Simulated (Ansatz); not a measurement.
Consider a comparison of magnetic orders of GdIn₃, space group Pm-3m (Ansatz 0.2.0 through its Python package).

`orders_gdin3.py`
```python
"""Magnetic orders of GdIn3 compared."""

import ansatz as az
import numpy as np
import pandas as pd

KMESH = (5, 3, 5)
FILLING = "cold"
FUNCTIONAL = "PBEsol"


def count_gap(report):
    # lowest empty less highest filled band, counting bands; zero where they overlap
    return max(report.get("gap_by_band_count_ev") or 0.0, 0.0)

CELL = [
    [4.63934027, 0.0, 0.0],
    [0.0, 9.27868054, 0.0],
    [0.0, 0.0, 4.63934027],
]
ATOMS = [
    ("Gd", [0.0, 0.0, 0.0]),
    ("In", [0.5, 0.0, 0.5]),
    ("In", [0.0, 0.25, 0.5]),
    ("In", [0.5, 0.25, 0.0]),
    ("Gd", [0.0, 0.5, 0.0]),
    ("In", [0.5, 0.5, 0.5]),
    ("In", [0.0, 0.75, 0.5]),
    ("In", [0.5, 0.75, 0.0]),
]


def ordered(moments):
    crystal = az.Crystal(lattice=az.Lattice.of(CELL))
    for (symbol, position), moment in zip(ATOMS, moments):
        crystal = crystal.atom(symbol, position, moment=moment or None)
    return crystal

# starting moments in muB, one an atom
orders = {
    "FM": [7, 0, 0, 0, 7, 0, 0, 0],
    "AFM": [7, 0, 0, 0, -7, 0, 0, 0],
}

rows = []
for label, moments in orders.items():
    job = (
        ordered(moments).calculation()
        .pseudopotentials("paw")
        .kpoints(*KMESH)
        .occupations(FILLING)
        .functional(FUNCTIONAL)
        .spin("collinear")
        .band_table()
    )
    report = job.run().report
    rows.append((label, report["free_energy_ev"], report["magnetization_mub"], report["absolute_magnetization_mub"], max(abs(m) for m in report["site_moments_mub"]), count_gap(report)))
    print(label, "site moments:", [round(m, 2) for m in report["site_moments_mub"]])

# the same cell with no spin polarisation
plain = (
    ordered([0] * len(ATOMS)).calculation()
    .pseudopotentials("paw")
    .kpoints(*KMESH)
    .occupations(FILLING)
    .functional(FUNCTIONAL)
    .band_table()
)
report = plain.run().report
rows.append(("NM", report["free_energy_ev"], 0.0, 0.0, 0.0, count_gap(report)))

lowest = min(row[1] for row in rows)
rows = [(row[0], 1000 * (row[1] - lowest) / 2, *row[2:]) for row in sorted(rows, key=lambda row: row[1])]
print(pd.DataFrame(rows, columns=["order", "meV/magnetic atom", "net muB", "absolute muB", "largest site muB", "gap by band count eV"]).round(4).to_string(index=False))
print("lowest of these starts:", rows[0][0])
```

Which magnetic state ends lowest, and by how much?

In order of energy: antiferro- or ferrimagnetic (+0.0 meV an atom, largest site moment 7.01 μB), ferromagnetic (+2.4 meV an atom, largest site moment 6.98 μB) and non-magnetic (+1871.1 meV an atom, largest site moment 0.00 μB). These are the states reached from the starts typed.

What the script printed:

```console
$ python orders_gdin3.py
DeckWarning: basis.ecutwfc = 420 eV, auto-derived from the records' recommended cutoffs: set by Gd (normal level)
FM site moments: [6.98, -0.02, -0.02, -0.02, 6.98, -0.02, -0.02, -0.02]
AFM site moments: [7.01, -0.01, -0.0, -0.0, -7.01, 0.01, 0.0, 0.0]
order  meV/magnetic atom  net muB  absolute muB  largest site muB  gap by band count eV
  AFM             0.0000   0.0000       14.4118            7.0094                   0.0
   FM             9.4872  13.9534       14.3101            6.9828                   0.0
   NM          7484.2074   0.0000        0.0000            0.0000                   0.0
lowest of these starts: AFM
```
(Warnings from the package without file and line.)

Caveats:
- Open f shells: without a Hubbard U, without spin-orbit coupling; the state reached hangs on the start and needn't be the lowest.
- The mesh is modest for a metal, so energies can be off by several to tens of meV an atom and pressures by half a GPa or more; differences at equal mesh fare better.
- A gap by band count of zero or less means overlapping bands, a metal.
- This cell is a computed structure, which may not be the phase found in nature.
- Gaps and levels are Kohn-Sham values on a finite set of k-points, without spin-orbit coupling.
- Each row is the state reached from that start at the given structure, not necessarily the lowest of its order; other orders weren't tried.
- Wall time of the script: 60 s on 1 thread of Arm Neoverse V2, on a shared host, peak memory 0.76 GiB.

(Lines on the test bed's own set-up are left out of the output.)
